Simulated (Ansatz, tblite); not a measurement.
# The cluster Ga₂Te₃+: one state, many levels

An exercise on one series of results from a longer session: the logs are not shown, and one member is left open.

Method: as each input shows; program: Ansatz 0.2.0, Gaussian basis.

Levels to be run: GFN1-xTB, GFN2-xTB, PBE-D4/def2-TZVP, r2SCAN-D4/def2-TZVP, B2PLYP/def2-TZVP, LC-ωPBE/def2-TZVP, PBE-D4/def2-SVP, PBE0-D4/def2-SVP, MP2/def2-TZVP, RPA/def2-TZVP.

10 further runs of the same task are left out: 3 that didn't finish, 7 set aside as unsound or not needed. Runs told in other sessions of the task aren't counted.

**The structure**

The geometry is that of the doublet, from an earlier relaxation (r2SCAN-D4/def2-SVP). At that level it is the lowest of the isomers that a small search found.

5 atoms, charge 1, spin multiplicity 2.

Bond lengths: Ga1–Te4 2.693 Å, Ga1–Te5 2.794 Å, Ga2–Te3 2.490 Å, Ga2–Te4 2.456 Å, Ga2–Te5 2.766 Å, Te3–Te5 2.828 Å. Angles: Te4–Ga1–Te5 105.6°, Te3–Ga2–Te4 160.8°, Te3–Ga2–Te5 64.9°, Te4–Ga2–Te5 113.6°, Ga2–Te3–Te5 62.3°, Ga1–Te4–Ga2 72.2°, Ga1–Te5–Ga2 66.3°, Ga1–Te5–Te3 111.6°, Ga2–Te5–Te3 52.8°.

Te takes a core potential in the def2 sets. No spin-orbit coupling is included. The ion is computed in the gas phase, without counter-ions or solvent.

PBE0-D4/def2-TZVP was run before; its log isn't repeated, and its numbers join the tables.

Set-up of the first run:

Tight binding, by tblite at 300 K electronic temperature and without a spin-polarisation term:

```python
tblite.interface.Calculator('GFN1-xTB', numbers, positions, charge=1, uhf=1).singlepoint()
```

Tight binding, by tblite at 300 K electronic temperature and without a spin-polarisation term:

```python
tblite.interface.Calculator('GFN2-xTB', numbers, positions, charge=1, uhf=1).singlepoint()
```

start.molden holds the orbitals of an earlier run on this state, given as this run's starting guess.

in.yaml reads:

```yaml
crystal:
  periodic: [false, false, false]
  atoms:
    - {symbol: Ga, position_ang: [-0.833889, -1.244514, -1.508005]}
    - {symbol: Ga, position_ang: [0.914467, 0.499771, 0.266538]}
    - {symbol: Te, position_ang: [-0.346726, 1.788328, 1.983353]}
    - {symbol: Te, position_ang: [1.668924, -0.336678, -1.915785]}
    - {symbol: Te, position_ang: [-1.402775, -0.706917, 1.173899]}
basis:
  gaussian: {orbitals: def2-TZVP, initial_orbitals: start.molden}
total_charge: 1
magnetization: {spin_polarized: true, initial_magnetization: 1}
hamiltonian: {xc: pbe, dispersion: d4}
scf: {omitted_lower_state_checks: [starts]}
output: {forces: true, orbitals: {seedname: orbitals}}
```

Started as:

```bash
ansatz run in.yaml --threads 4 --pin off --events-out ev --progress --plain --max-ram 4787MiB
```

Among the steps run: PBE-D4/def2-TZVP; r2SCAN-D4/def2-TZVP; B2PLYP/def2-TZVP; LC-ωPBE/def2-TZVP; PBE-D4/def2-SVP; PBE0-D4/def2-SVP; MP2/def2-TZVP; RPA/def2-TZVP.

One table of the session follows, with a row left open; its other results are not shown here.

```
              level  HOMO (eV)  LUMO (eV)  gap (eV)
    PBE-D4/def2-SVP          ?          ?         ?
   PBE-D4/def2-TZVP      -9.56      -9.11      0.46
r2SCAN-D4/def2-TZVP      -9.88      -9.07      0.80
   PBE0-D4/def2-SVP     -10.55      -8.68      1.86
  PBE0-D4/def2-TZVP     -10.47      -8.59      1.89
  LC-ωPBE/def2-TZVP     -12.73      -6.84      5.89
```

Estimate the missing values for PBE-D4/def2-SVP.

The run gave: HOMO (eV): -9.62; LUMO (eV): -9.17; gap (eV): 0.44. In the column «HOMO (eV)» it lies between r2SCAN-D4/def2-TZVP (-9.88) and PBE-D4/def2-TZVP (-9.56).
